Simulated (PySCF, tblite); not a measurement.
# C8H12SSi: geometry, infrared bands and NMR shifts

What infrared bands and NMR shifts should C8H12SSi (`CC(=S)C1=C[SiH2][C@H]2C[C@@H]1C2`) show?

The runs use tblite 0.8.0 and PySCF 2.14.0, with density-fitted response routines of our own; the level of theory stands in each step. All values are computed, except where a source is named. Atoms count from 0, in the outputs and in this text.

**1. Starting geometry**

22 atoms, charge 0, multiplicity 1; geometry from: force field or distance geometry start.

Bonds of the start (Å): C0–C1 1.50, C1–S2 1.62, C1–C3 1.44, C3–C4 1.36, C4–Si5 1.87, Si5–C6 1.89, C6–C7 1.52, C7–C8 1.49, C8–C9 1.51, C8–C3 1.48, C9–C6 1.50, C0–H10 1.12, C0–H11 1.11, C0–H12 1.11, C4–H13 1.07, Si5–H14 1.46, Si5–H15 1.45, C6–H16 1.06, C7–H17 1.10, C7–H18 1.12, C8–H19 1.11, C9–H20 1.10, C9–H21 1.10.

**2. Optimising the geometry with GFN2-xTB**

Job settings and geometry (Å):

```
{"job": {"kind": "relax", "xc": "GFN2-xTB", "basis": "xTB"}, "charge": 0, "multiplicity": 1}
C      3.194600    -0.279900     0.684600
C      2.116900     0.321200    -0.172900
S      2.606400     1.304300    -1.361100
C      0.710400     0.085600    -0.006700
C      0.206200    -0.724300     0.968000
Si    -1.639200    -0.999600     1.073400
C     -2.271400     0.070400    -0.354200
C     -1.458600     1.345100    -0.169400
C     -0.314700     0.700800    -0.883100
C     -1.313100    -0.276600    -1.457200
H      4.080700    -0.545800     0.057200
H      3.490000     0.451100     1.462800
H      2.819400    -1.220300     1.136700
H      0.857600    -1.213900     1.668700
H     -2.194800    -0.481800     2.326100
H     -1.976000    -2.379400     0.795400
H     -3.316400     0.112400    -0.519500
H     -1.912400     2.228900    -0.642300
H     -1.256400     1.517800     0.915000
H      0.108700     1.380500    -1.652300
H     -0.896000    -1.291900    -1.382100
H     -1.652300    -0.085200    -2.488000
```

Launch:

```bash
$ OMP_NUM_THREADS=1 python probes_run.py task.json out
```

The driver reads the jobs from task.json and runs them one after another.

**Question.** This job is followed by: GFN2-xTB harmonic vibrations, gas phase; GIAO PBE0/pcSseg-1 NMR shielding, non-relativistic, gas phase. What will the session give for the following? strongest single infrared mode (GFN2-xTB); zero-point energy (GFN2-xTB); 13C shifts against TMS (PBE0/pcSseg-1, means over atoms taken as alike); 1H shifts against TMS (PBE0/pcSseg-1, means over atoms taken as alike); 33S shifts against CS2 (PBE0/pcSseg-1); 29Si shifts against TMS (PBE0/pcSseg-1); surface potential, 1st and 99th percentile.

**Answer**, as computed:

| quantity | value |
| --- | --- |
| strongest single infrared mode (GFN2-xTB) | 2241 cm⁻¹, 414 km/mol |
| zero-point energy (GFN2-xTB) | 108.3 kcal/mol |
| 13C shifts against TMS (PBE0/pcSseg-1, means over atoms taken as alike) | 252.8, 175.3, 129.8, 38.4, 35.9, 35.3, 16.0 ppm |
| 1H shifts against TMS (PBE0/pcSseg-1, means over atoms taken as alike) | 7.08, 4.81, 4.67, 3.29, 2.68, 1.83, 1.46 ppm |
| 33S shifts against CS2 (PBE0/pcSseg-1) | 1115 ppm |
| 29Si shifts against TMS (PBE0/pcSseg-1) | -43.5 ppm |
| surface potential, 1st and 99th percentile | -1.01 V and 1.09 V |

The optimisation took 70 steps and gained 0.528 eV; among the close pairs (by a distance rule), C7–C8 changed most, from 1.494 to 1.539 Å. The lowest mode is slightly imaginary (8i cm⁻¹), a soft motion within the noise of the Hessian, so the minimum is not strictly shown. The strongest single mode, at 2241 cm⁻¹, moves mainly H15. GFN2-xTB is a fitted tight-binding method: band positions and strengths are rough. Its intensities can rank the bands wrongly. C1 (thiocarbonyl carbon) lies farthest downfield among carbon, at 252.8 ppm; the small n→π* gap of C=S deshields it strongly. The most deshielded hydrogen is H13 (hydrogen on an alkene CH), at 7.08 ppm: attached to an sp2 carbon and in the plane of the double bond. At PBE0/pcSseg-1: Shielding is most anisotropic at S2 (span 2766 ppm, paramagnetic term -1669 ppm). By nearest atom (PBE0/pcSseg-1), the HOMO sits on S2 76 % and the LUMO on S2 33 %; C1 26 %.
